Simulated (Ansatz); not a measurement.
Consider an atomisation energy of C2H3NO, SMILES NC#CO (the Python package of Ansatz (0.2.0)).

Script `tae.py`:
```python
"""Energy to split C2H3NO into its atoms."""

from collections import Counter

import ansatz as az
from rdkit import Chem
from rdkit.Chem import AllChem

BASIS = "cc-pVTZ"
FUNCTIONAL = "CAM-B3LYP"


def energy_of(molecule, charge=0, unpaired=0):
    calc = molecule.calculation().basis(gaussian=BASIS).functional(FUNCTIONAL)
    if charge:
        calc = calc.charge(charge)
    if unpaired:
        calc = calc.spin("collinear", total=unpaired)
    report = calc.run().report
    if report["published_state_doubts"]:
        print("  doubts:", report["published_state_doubts"])
    return report["free_energy_ev"]

# a force-field geometry from the SMILES
rd = Chem.AddHs(Chem.MolFromSmiles("NC#CO"))
AllChem.EmbedMolecule(rd, randomSeed=297)
AllChem.UFFOptimizeMolecule(rd)
mol = az.Crystal.molecule()
for atom, xyz in zip(rd.GetAtoms(), rd.GetConformer().GetPositions()):
    mol = mol.atom(atom.GetSymbol(), xyz.round(5).tolist())

# Hund ground states
unpaired = {"N": 3, "C": 2, "O": 2, "H": 1}
counts = Counter(site.symbol for site in mol.cartesian_sites)
atom_energy = {s: energy_of(az.Crystal.molecule().atom(s, (0, 0, 0)), 0, unpaired[s]) for s in counts}
whole = energy_of(mol, 0, 0)
for s, e in atom_energy.items():
    print(f"{s:2s} x{counts[s]}  {e:14.5f} eV")
print(f"C2H3NO: {whole:.5f} eV")
split = sum(counts[s] * e for s, e in atom_energy.items()) - whole
print(f"atomisation energy (no zero-point term): {96.485332 * split:.1f} kJ/mol, {split / sum(counts.values()):.3f} eV an atom")
```

What does it cost to take this molecule apart into atoms?

2755.6 kJ/mol from the electronic energies, without the zero-point term.

The output:

`python tae.py` gives:
```text
N  x1     -1485.20778 eV
C  x2     -1029.57304 eV
O  x1     -2042.72406 eV
H  x3       -13.57340 eV
C2H3NO: -5656.35750 eV
atomisation energy (no zero-point term): 2755.6 kJ/mol, 4.080 eV an atom
```

Caveats:
- Total energies depend on the basis set; only differences at equal settings carry meaning.
- The geometry is a force-field or estimated start, not a minimum of this method, and the basis set is short of its limit. All parts are taken at fixed geometry, without zero-point energy.
- Wall time of the script: 3.9 s on 1 thread of Arm Neoverse V2, on a shared host, peak memory 0.39 GiB.

(Lines on the test bed's own set-up are left out of the output.)
